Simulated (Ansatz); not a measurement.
**Si₂H₆ + NH₃: a complex and its separated parts**

The complex below is one end of an elementary step. How strongly is it bound against its free parts?

Method: PBE0-D4/def2-TZVP structures, single points in def2-TZVPP, no counterpoise correction; program: Ansatz 0.2.0, Gaussian basis.

Levels: SPW92, PBE-D4, BLYP-D4, r2SCAN-D4, B97M-V, PBE0-D4, B3LYP-D4, r2SCAN0-D4, BHLYP-D4, CAM-B3LYP-D4, wB97X-V, wB97M-V, B2PLYP, PBE-QIDH, RPA on PBE, Hartree-Fock, MP2, CCSD, CCSD(T).

Correlated methods freeze the cores. B3LYP uses VWN-RPA correlation. B2PLYP carries no dispersion term here.

20 further runs of the same task are left out: 20 set aside as unsound or not needed.

### Step 1. Where the work starts

The complex: 12 atoms, charge 0, spin multiplicity 1.

Atoms are counted from 1 here; the program's logs count them from 0.

Bond lengths: Si1–H2 1.485 Å, Si1–H3 1.485 Å, Si1–H4 1.485 Å, Si1–Si5 2.347 Å, Si5–H8 1.490 Å, Si5–H9 1.490 Å, Si5–H10 1.490 Å, H6–N7 1.013 Å, N7–H11 1.013 Å, N7–H12 1.013 Å. Angles: H2–Si1–H3 110.8°, H2–Si1–H4 110.8°, H2–Si1–Si5 108.1°, H3–Si1–H4 110.8°, H3–Si1–Si5 108.1°, H4–Si1–Si5 108.2°, Si1–Si5–H8 111.2°, Si1–Si5–H9 111.1°, Si1–Si5–H10 111.1°, H8–Si5–H9 107.7°, H8–Si5–H10 107.8°, H9–Si5–H10 107.8°, H6–N7–H11 107.3°, H6–N7–H12 107.3°, H11–N7–H12 107.3°.

As a file:

```csv
atom,x (Å),y (Å),z (Å)
Si1,0.0395,-0.2752,0.1873
H2,1.3784,0.3264,-0.0361
H3,-0.5829,-0.6697,-1.1017
H4,-0.8404,0.6596,0.9332
Si5,0.3176,-2.2107,1.4849
H6,0.2432,2.2733,-2.3814
N7,-0.3310,2.3035,-1.5477
H8,0.9434,-1.8920,2.7992
H9,-0.9916,-2.8702,1.7531
H10,1.1916,-3.2001,0.7935
H11,-0.0761,3.1399,-1.0367
H12,-1.2918,2.4150,-1.8475
```

Its parts: Si₂H₆ holds atoms 1, 2, 3, 4, 5, 8, 9, 10; NH₃ holds atoms 6, 7, 11, 12. Each part counts its atoms afresh in its own runs.

### Step 2. Relaxing Si₂H₆ alone

File relax-a/in.yaml:

```yaml
crystal:
  periodic: [false, false, false]
  atoms:
    - {symbol: Si, position_ang: [0.039510, -0.275201, 0.187303]}
    - {symbol: H, position_ang: [1.378383, 0.326419, -0.036104]}
    - {symbol: H, position_ang: [-0.582897, -0.669656, -1.101658]}
    - {symbol: H, position_ang: [-0.840371, 0.659569, 0.933192]}
    - {symbol: Si, position_ang: [0.317611, -2.210683, 1.484851]}
    - {symbol: H, position_ang: [0.943434, -1.891968, 2.799222]}
    - {symbol: H, position_ang: [-0.991590, -2.870173, 1.753060]}
    - {symbol: H, position_ang: [1.191604, -3.200070, 0.793456]}
basis:
  gaussian: {orbitals: def2-TZVP}
hamiltonian: {xc: pbe0, dispersion: d4}
relax: {f_tol: 0.005, max_steps: 200}
```

No record of the launch command was kept for these runs.

Output, cut to the lines that bear on the results:

```text
Functional definition: PBE0
  name "PBE0"
  cite "Adamo & Barone, J. Chem. Phys. 110, 6158 (1999) doi:10.1063/1.478522"
  cite "Perdew, Burke & Ernzerhof, Phys. Rev. Lett. 77, 3865 (1996) doi:10.1103/PhysRevLett.77.3865"
  parent pbe
[...]
800 factors; their error is unknown
[...]
mean field -15846.21702595 eV, -582.3377347521 hartree, gradient 5.5e-5 eV, S^2 0.000000; 0 other end points of the search recorded, 0 dependent functions left out
[...]
reference -15846.21705944 eV, -582.3377359828 hartree; 17, 17 occupied and 93, 93 virtual orbitals, 800 factors
relax step   1: F+E_penalty+E_count = -15846.32659501 eV  Δ(F+E_penalty+E_count) = +0.000e0 eV  max|allowed force component| = 3.887e-1 eV/Å  Δτ_max = 0.0000 Å  (21 SCF iters, accepted)
[...]
relax step   3: F+E_penalty+E_count = -15846.34001115 eV  Δ(F+E_penalty+E_count) = -1.752e-3 eV  max|allowed force component| = 2.738e-2 eV/Å  Δτ_max = 0.0154 Å  (22 SCF iters, accepted)
[...]
relax step   4: F+E_penalty+E_count = -15846.34006057 eV  Δ(F+E_penalty+E_count) = -4.942e-5 eV  max|allowed force component| = 4.453e-3 eV/Å  Δτ_max = 0.0017 Å  (16 SCF iters, accepted)
800 factors; their error is unknown
[...]
mean field -15846.23060945 eV, -582.3382339363 hartree, gradient 6.5e-5 eV, S^2 0.000000; 1 other end points of the search recorded, 0 dependent functions left out
[...]
reference -15846.23064291 eV, -582.3382351661 hartree; 17, 17 occupied and 93, 93 virtual orbitals, 800 factors
Total energy: -15846.34009404 eV, -582.3422574207 hartree
Atom 0 at     0.043618    -0.302179     0.205173 Å, force    -0.000669     0.003203    -0.002148 eV/Å
Atom 1 at     1.360413     0.341688    -0.048795 Å, force    -0.000013    -0.000387     0.000189 eV/Å
Atom 2 at    -0.579286    -0.643023    -1.102054 Å, force    -0.000020    -0.000147     0.000266 eV/Å
Atom 3 at    -0.833333     0.670443     0.910847 Å, force     0.000151    -0.000231     0.000165 eV/Å
Atom 4 at     0.320268    -2.230624     1.498187 Å, force     0.000865    -0.004453     0.002743 eV/Å
Atom 5 at     0.945523    -1.890530     2.804519 Å, force    -0.000379     0.000471    -0.000752 eV/Å
Atom 6 at    -0.996723    -2.873354     1.754218 Å, force     0.000359     0.000795    -0.000533 eV/Å
Atom 7 at     1.195203    -3.204184     0.791226 Å, force    -0.000295     0.000749     0.000070 eV/Å
Dipole moment:    -0.000025     0.000123    -0.000028 e Å
```

It took 10 s on 4 threads, shared host; peak memory 0.19 GiB.

Step by step:

```csv
step,energy from step 1 (eV),largest force component (eV/Å)
1,0.0000,0.3887
2,-0.0117,0.0928
3,-0.0134,0.0274
4,-0.0135,0.0045
```

Distances of close pairs at the start and the end, largest changes first:

```csv
bond,before (Å),after (Å),change (Å)
Si1–Si5,2.347,2.338,-0.008
Si1–H4,1.485,1.488,+0.003
Si1–H3,1.485,1.488,+0.003
Si1–H2,1.485,1.488,+0.003
Si5–H7,1.490,1.488,-0.003
Si5–H6,1.490,1.488,-0.003
Si5–H8,1.490,1.488,-0.003
```

### Step 3. Relaxing NH₃ alone

File relax-b/in.yaml:

```yaml
crystal:
  periodic: [false, false, false]
  atoms:
    - {symbol: H, position_ang: [0.243170, 2.273335, -2.381396]}
    - {symbol: N, position_ang: [-0.330976, 2.303496, -1.547708]}
    - {symbol: H, position_ang: [-0.076133, 3.139944, -1.036683]}
    - {symbol: H, position_ang: [-1.291845, 2.414989, -1.847536]}
basis:
  gaussian: {orbitals: def2-TZVP}
hamiltonian: {xc: pbe0, dispersion: d4}
relax: {f_tol: 0.005, max_steps: 200}
```

Output, cut to the lines that bear on the results:

```text
[... 5 set-up lines as earlier in the session ...]
[...]
287 factors; their error is unknown
[...]
mean field -1537.79922767 eV, -56.5130792593 hartree, gradient 1.6e-5 eV, S^2 0.000000; 0 other end points of the search recorded, 0 dependent functions left out
[...]
reference -1537.79924397 eV, -56.5130798583 hartree; 5, 5 occupied and 44, 44 virtual orbitals, 287 factors
relax step   1: F+E_penalty+E_count = -1537.80834057 eV  Δ(F+E_penalty+E_count) = +0.000e0 eV  max|allowed force component| = 2.249e-2 eV/Å  Δτ_max = 0.0000 Å  (20 SCF iters, accepted)
[...]
relax step   3: F+E_penalty+E_count = -1537.80842182 eV  Δ(F+E_penalty+E_count) = -1.714e-5 eV  max|allowed force component| = 1.194e-2 eV/Å  Δτ_max = 0.0021 Å  (25 SCF iters, accepted)
[...]
relax step   4: F+E_penalty+E_count = -1537.80842727 eV  Δ(F+E_penalty+E_count) = -5.443e-6 eV  max|allowed force component| = 2.110e-4 eV/Å  Δτ_max = 0.0006 Å  (25 SCF iters, accepted)
287 factors; their error is unknown
mean field -1537.79931148 eV, -56.5130823391 hartree, gradient 8.6e-6 eV, S^2 0.000000; 1 other end points of the search recorded, 0 dependent functions left out
[...]
reference -1537.79932776 eV, -56.5130829373 hartree; 5, 5 occupied and 44, 44 virtual orbitals, 287 factors
Total energy: -1537.80844355 eV, -56.5134179363 hartree
Atom 0 at     0.242008     2.274616    -2.380848 Å, force    -0.000143     0.000026     0.000137 eV/Å
Atom 1 at    -0.330665     2.301373    -1.546201 Å, force     0.000009     0.000211     0.000002 eV/Å
Atom 2 at    -0.076704     3.139771    -1.038360 Å, force    -0.000041    -0.000208    -0.000136 eV/Å
Atom 3 at    -1.290423     2.416004    -1.847914 Å, force     0.000175    -0.000029    -0.000002 eV/Å
Dipole moment:    -0.041642     0.289747    -0.196608 e Å
```

It took 2.5 s on 4 threads, shared host; peak memory 0.1 GiB.

Relaxation path:

```csv
step,energy from step 1 (eV),largest force component (eV/Å)
1,0.0000,0.0225
2,-0.0001,0.0158
3,-0.0001,0.0119
4,-0.0001,0.0002
```

Close pairs (by a distance rule), those that changed most:

```csv
bond,before (Å),after (Å),change (Å)
N2–H3,1.013,1.013,-0.000
N2–H4,1.013,1.013,-0.000
H1–N2,1.013,1.013,-0.000
```

### Step 4. wB97M-V/def2-TZVPP

File parta/in.yaml:

```yaml
crystal:
  periodic: [false, false, false]
  atoms:
    - {symbol: Si, position_ang: [0.043618, -0.302179, 0.205173]}
    - {symbol: H, position_ang: [1.360413, 0.341688, -0.048795]}
    - {symbol: H, position_ang: [-0.579286, -0.643023, -1.102054]}
    - {symbol: H, position_ang: [-0.833333, 0.670443, 0.910847]}
    - {symbol: Si, position_ang: [0.320268, -2.230624, 1.498187]}
    - {symbol: H, position_ang: [0.945523, -1.890530, 2.804519]}
    - {symbol: H, position_ang: [-0.996723, -2.873354, 1.754218]}
    - {symbol: H, position_ang: [1.195203, -3.204184, 0.791226]}
basis:
  gaussian: {orbitals: def2-TZVPP}
hamiltonian: {xc: {name: wB97M-V}}
```

File partb/in.yaml:

```yaml
crystal:
  periodic: [false, false, false]
  atoms:
    - {symbol: H, position_ang: [0.242008, 2.274616, -2.380848]}
    - {symbol: N, position_ang: [-0.330665, 2.301373, -1.546201]}
    - {symbol: H, position_ang: [-0.076704, 3.139771, -1.038360]}
    - {symbol: H, position_ang: [-1.290423, 2.416004, -1.847914]}
basis:
  gaussian: {orbitals: def2-TZVPP}
hamiltonian: {xc: {name: wB97M-V}}
```

Output in parta, cut to the lines that bear on the results:

```text
Functional definition: wB97M-V
  name "wB97M-V"
  cite "Mardirossian & Head-Gordon, J. Chem. Phys. 144, 214110 (2016) doi:10.1063/1.4952647"
  cite "Becke, J. Chem. Phys. 107, 8554 (1997) doi:10.1063/1.475007"
  cite "Vydrov & Van Voorhis, J. Chem. Phys. 133, 244103 (2010) doi:10.1063/1.3521275"
  # Of w^i u^j: cxij and so on, Table III.
[...]
  gx(w, u) = 1 - cx + cx01*u + cx10*w
  gss(w, u) = css00 + css04*u^4 + css10*w + css20*w^2 + css43*w^4*u^3
  gos(w, u) = cos00 + cos10*w + (cos20 + cos21*u)*w^2 + (cos60 + cos61*u)*w^6
[...]
      + integral(e_c_pw_mod_opposite_spin*gos(b97_w_opposite, b97_u_opposite)) + vv10(b, c)
936 factors; their error is unknown
230 factors; integrals over basis functions are off by at most 9.0e-6 eV
[...]
mean field -15851.23981308 eV, -582.5223187745 hartree, gradient 6.9e-5 eV, S^2 0.000000; 0 other end points of the search recorded, 0 dependent functions left out
reference -15851.23986732 eV, -582.5223207676 hartree; 17, 17 occupied and 151, 151 virtual orbitals, 936 factors
Total energy: -15851.23986732 eV, -582.5223207676 hartree
```

Output in partb, cut to the lines that bear on the results:

```text
[... 5 set-up lines as earlier in the session ...]
  # Of w^i u^j: cxij and so on, Table III.
[...]
  gx(w, u) = 1 - cx + cx01*u + cx10*w
  gss(w, u) = css00 + css04*u^4 + css10*w + css20*w^2 + css43*w^4*u^3
  gos(w, u) = cos00 + cos10*w + (cos20 + cos21*u)*w^2 + (cos60 + cos61*u)*w^6
[...]
      + integral(e_c_pw_mod_opposite_spin*gos(b97_w_opposite, b97_u_opposite)) + vv10(b, c)
332 factors; their error is unknown
93 factors; integrals over basis functions are off by at most 8.1e-6 eV
[...]
mean field -1538.84211019 eV, -56.5514044849 hartree, gradient 5.4e-5 eV, S^2 0.000000; 0 other end points of the search recorded, 0 dependent functions left out
reference -1538.84213707 eV, -56.5514054725 hartree; 5, 5 occupied and 68, 68 virtual orbitals, 332 factors
Total energy: -1538.84213707 eV, -56.5514054725 hartree
```

Wall times: 5.5 s (parta), 1.3 s (partb) on 4 threads, shared host; peak memory 0.42 GiB.

### Step 5. CCSD(T)/def2-TZVPP

The same edit goes into each in.yaml of step 4 (parta, partb):

```diff
-hamiltonian: {xc: {name: wB97M-V}}
+correlation: {method: ccsd_t}
```

parta printed, cut to the lines that bear on the results:

```text
Functional definition: HF
  name "HF"
  cite "Fock, Z. Phys. 61, 126 (1930) doi:10.1007/BF01340294"
[... 1 set-up line as earlier in the session ...]
[...]
931 factors; integrals over basis functions are off by at most 7.0e-4 eV
[...]
mean field -15819.75883010 eV, -581.3654139886 hartree, gradient 1.5e-6 eV, S^2 0.000000; 0 other end points of the search recorded, 0 dependent functions left out
10 core orbitals not correlated: weight in the atoms' cores, before any rotation towards them, 1.000 or more for the frozen orbitals, at most 0.000 for the correlated occupied ones
reference -15819.75883010 eV, -581.3654139886 hartree; 7, 7 occupied and 151, 151 virtual orbitals, 931 factors
second order -7.21638439 eV of doubles, -0.00000000 eV of singles
cycle   1  -8.21262187 eV  change    -1.0e0 eV  update   7.5e-2
[...]
cycle   8  -8.58655708 eV  change   -8.8e-6 eV  update   1.1e-5
perturbative correction -0.25513982 eV, -0.0093762153 hartree
Total energy: -15828.60052700 eV, -581.6903403565 hartree
```

partb printed, cut to the lines that bear on the results:

```text
[... 4 set-up lines as earlier in the session ...]
[...]
416 factors; integrals over basis functions are off by at most 1.3e-3 eV
[...]
mean field -1529.85250305 eV, -56.2210425157 hartree, gradient 4.1e-6 eV, S^2 0.000000; 0 other end points of the search recorded, 0 dependent functions left out
1 core orbitals not correlated: weight in the atoms' cores, before any rotation towards them, 1.000 or more for the frozen orbitals, at most 0.000 for the correlated occupied ones
reference -1529.85250305 eV, -56.2210425157 hartree; 4, 4 occupied and 68, 68 virtual orbitals, 416 factors
second order -6.38829013 eV of doubles, -0.00000000 eV of singles
cycle   1  -6.57734413 eV  change   -1.9e-1 eV  update   3.9e-2
[...]
cycle   9  -6.72923779 eV  change    3.4e-6 eV  update   2.3e-6
perturbative correction -0.20702067 eV, -0.0076078692 hartree
Total energy: -1536.78876150 eV, -56.4759453123 hartree
```

Times: 12 s (parta), 1.4 s (partb) on 4 threads, shared host; peak memory 1.2 GiB.

### Step 6. Vibrations of Si₂H₆

File vib-parta/in.yaml:

```yaml
crystal:
  periodic: [false, false, false]
  atoms:
    - {symbol: Si, position_ang: [0.043618, -0.302179, 0.205173]}
    - {symbol: H, position_ang: [1.360413, 0.341688, -0.048795]}
    - {symbol: H, position_ang: [-0.579286, -0.643023, -1.102054]}
    - {symbol: H, position_ang: [-0.833333, 0.670443, 0.910847]}
    - {symbol: Si, position_ang: [0.320268, -2.230624, 1.498187]}
    - {symbol: H, position_ang: [0.945523, -1.890530, 2.804519]}
    - {symbol: H, position_ang: [-0.996723, -2.873354, 1.754218]}
    - {symbol: H, position_ang: [1.195203, -3.204184, 0.791226]}
basis:
  gaussian: {orbitals: def2-TZVP}
hamiltonian: {xc: pbe0, dispersion: d4}
phonons: {temperatures: {t_min: 298.15, t_max: 900, t_step: 200}}
```

Output, cut to the lines that bear on the results:

```text
[... 5 set-up lines as earlier in the session ...]
[...]
800 factors; their error is unknown
[...]
mean field -15846.23060945 eV, -582.3382339365 hartree, gradient 1.4e-5 eV, S^2 0.000000; 0 other end points of the search recorded, 0 dependent functions left out
[...]
reference -15846.23064292 eV, -582.3382351664 hartree; 17, 17 occupied and 93, 93 virtual orbitals, 800 factors
[... from here to the last solve, the lines of the solves are left out (47 solves) ...]
800 factors; their error is unknown
mean field -15846.23058930 eV, -582.3382331959 hartree, gradient 1.4e-6 eV, S^2 0.000000; 0 other end points of the search recorded, 0 dependent functions left out
[...]
Atom 0 at     0.043618    -0.302179     0.205173 Å, force    -0.000690     0.003196    -0.002162 eV/Å
Atom 1 at     1.360413     0.341688    -0.048795 Å, force    -0.000001    -0.000380     0.000186 eV/Å
Atom 2 at    -0.579286    -0.643023    -1.102054 Å, force    -0.000012    -0.000143     0.000279 eV/Å
Atom 3 at    -0.833333     0.670443     0.910847 Å, force     0.000153    -0.000232     0.000165 eV/Å
Atom 4 at     0.320268    -2.230624     1.498187 Å, force     0.000845    -0.004467     0.002745 eV/Å
Atom 5 at     0.945523    -1.890530     2.804519 Å, force    -0.000374     0.000472    -0.000748 eV/Å
Atom 6 at    -0.996723    -2.873354     1.754218 Å, force     0.000375     0.000803    -0.000537 eV/Å
Atom 7 at     1.195203    -3.204184     0.791226 Å, force    -0.000295     0.000751     0.000071 eV/Å
Dipole moment:    -0.000024     0.000123    -0.000028 e Å
Vibrations: 135.49 361.65 361.68 432.83 625.20 625.22 836.46 909.59 931.58 931.59 945.75 945.77 2212.46 2219.83 2221.94 2221.96 2231.68 2231.70 cm⁻¹, zero-point energy 1.325539 eV
```

Wall time 60 s (4 threads, shared host); peak memory 0.19 GiB.

Wavenumbers and character of the modes:

```csv
mode,wavenumber (cm⁻¹),character
1,135,torsion
2,362,bend
3,362,bend
4,433,Si–Si stretch
5,625,bend
6,625,bend
7,836,bend
8,910,bend
9,932,bend with torsion
10,932,bend with torsion
11,946,bend with torsion
12,946,bend with torsion
13,2212,Si–H stretch
14,2220,Si–H stretch
15,2222,Si–H stretch
16,2222,Si–H stretch
17,2232,Si–H stretch
18,2232,Si–H stretch
```

Vibrational sums (real modes only):

```csv
T (K),entropy (J/mol/K),heat capacity (J/mol/K)
298,31.6,47.2
498,63.1,75.5
698,91.8,94.7
898,117.4,108.6
```

### Step 7. Vibrations of NH₃

File vib-partb/in.yaml:

```yaml
crystal:
  periodic: [false, false, false]
  atoms:
    - {symbol: H, position_ang: [0.242008, 2.274616, -2.380848]}
    - {symbol: N, position_ang: [-0.330665, 2.301373, -1.546201]}
    - {symbol: H, position_ang: [-0.076704, 3.139771, -1.038360]}
    - {symbol: H, position_ang: [-1.290423, 2.416004, -1.847914]}
basis:
  gaussian: {orbitals: def2-TZVP}
hamiltonian: {xc: pbe0, dispersion: d4}
phonons: {temperatures: {t_min: 298.15, t_max: 900, t_step: 200}}
```

Output, cut to the lines that bear on the results:

```text
[... 5 set-up lines as earlier in the session ...]
[...]
287 factors; their error is unknown
[...]
mean field -1537.79931148 eV, -56.5130823391 hartree, gradient 1.7e-5 eV, S^2 0.000000; 0 other end points of the search recorded, 0 dependent functions left out
[...]
reference -1537.79932776 eV, -56.5130829373 hartree; 5, 5 occupied and 44, 44 virtual orbitals, 287 factors
[...]
287 factors; their error is unknown
[...]
mean field -1537.79916778 eV, -56.5130770583 hartree, gradient 1.4e-6 eV, S^2 0.000000; 0 other end points of the search recorded, 0 dependent functions left out
[...]
reference -1537.79918406 eV, -56.5130776566 hartree; 5, 5 occupied and 44, 44 virtual orbitals, 287 factors
[...]
reference -1537.79928084 eV, -56.5130812131 hartree; 5, 5 occupied and 44, 44 virtual orbitals, 287 factors
[...]
287 factors; their error is unknown
mean field -1537.79926858 eV, -56.5130807625 hartree, gradient 1.4e-6 eV, S^2 0.000000; 0 other end points of the search recorded, 0 dependent functions left out
[...]
reference -1537.79928485 eV, -56.5130813606 hartree; 5, 5 occupied and 44, 44 virtual orbitals, 287 factors
Total energy: -1537.80844355 eV, -56.5134179363 hartree
Atom 0 at     0.242008     2.274616    -2.380848 Å, force    -0.000114     0.000037     0.000138 eV/Å
Atom 1 at    -0.330665     2.301373    -1.546201 Å, force    -0.000080     0.000173    -0.000035 eV/Å
Atom 2 at    -0.076704     3.139771    -1.038360 Å, force    -0.000019    -0.000174    -0.000128 eV/Å
Atom 3 at    -1.290423     2.416004    -1.847914 Å, force     0.000212    -0.000036     0.000026 eV/Å
Dipole moment:    -0.041643     0.289746    -0.196609 e Å
Vibrations: 1031.00 1669.58 1669.58 3502.25 3631.33 3631.39 cm⁻¹, zero-point energy 0.938259 eV
```

It took 7 s on 4 threads, shared host; peak memory 0.09 GiB.

The modes, with what each moves most:

```csv
mode,wavenumber (cm⁻¹),character
1,1031,bend
2,1670,bend
3,1670,bend
4,3502,N–H stretch
5,3631,N–H stretch
6,3631,N–H stretch
```

Vibrational sums (real modes only):

```csv
T (K),entropy (J/mol/K),heat capacity (J/mol/K)
298,0.4,1.8
498,2.6,7.4
698,6.0,13.4
898,10.0,18.8
```

### Step 8. Complex less separated parts

The complex's own energies come from single points at the same levels. Levels not printed above were run the same way.

Rows are in def2-TZVPP; times add the 3 runs of a level on a shared host, so small differences are noise.

```csv
method,rung,complex less parts (eV),from CCSD(T) (eV),time
SPW92,LDA,-0.187,-0.106,6 s
PBE-D4,GGA,-0.116,-0.035,6.8 s
BLYP-D4,GGA,-0.092,-0.011,7.1 s
r2SCAN-D4,meta-GGA,-0.092,-0.011,11 s
B97M-V,meta-GGA,-0.107,-0.026,19 s
PBE0-D4,hybrid,-0.104,-0.023,10 s
B3LYP-D4,hybrid,-0.091,-0.010,8.3 s
r2SCAN0-D4,hybrid,-0.093,-0.012,12 s
BHLYP-D4,hybrid,-0.093,-0.012,8.8 s
CAM-B3LYP-D4,range-separated hybrid,-0.093,-0.012,10 s
wB97X-V,range-separated hybrid,-0.095,-0.014,19 s
wB97M-V,range-separated hybrid,-0.109,-0.028,18 s
B2PLYP,double hybrid,-0.051,+0.030,15 s
PBE-QIDH,double hybrid,-0.076,+0.005,15 s
RPA on PBE,RPA,-0.062,+0.019,13 s
Hartree-Fock,wavefunction,0.015,+0.096,
MP2,wavefunction,-0.083,-0.002,
CCSD,wavefunction,-0.066,+0.015,
CCSD(T),wavefunction,-0.081,0,1.9 min
```

Among the levels timed on like hardware and quicker than the yardstick, those that no quicker one beats, quickest first: SPW92 (6 s, -0.106 eV); PBE-D4 (6.8 s, -0.035 eV); BLYP-D4 (7.1 s, -0.011 eV); B3LYP-D4 (8.3 s, -0.010 eV); PBE-QIDH (15 s, +0.005 eV).

PBE-QIDH reaches 0.005 eV from the reference in 15 s, where CCSD(T) took 1.9 min; the quickest level in the cost chart, SPW92, takes 6 s and misses by 0.106 eV.

The complex's zero-point energy, from a separate PBE0-D4 run, is 2.308 eV.

### Step 9. What came out

```
                              quantity      value
complex less parts, CCSD(T)/def2-TZVPP  -0.081 eV
                with zero-point energy  -0.036 eV
                 largest T1 diagnostic      0.013
```

In words: At CCSD(T) the complex lies 0.081 eV below its parts. PBE-QIDH is the best functional here (+0.005 eV from CCSD(T)); SPW92 is the worst (-0.106 eV). By rung, the mean size of the error is: LDA 0.106, GGA 0.023, meta-GGA 0.019, hybrid 0.014, range-separated hybrid 0.018, double hybrid 0.018 eV. PBE-D4 gives a relative energy 0.035 eV too low, an error of 43 % of the reference. No counterpoise was applied, and triple zeta lacks some correlation, so the CCSD(T) reference has a basis error of its own, and close matches with it are partly luck.
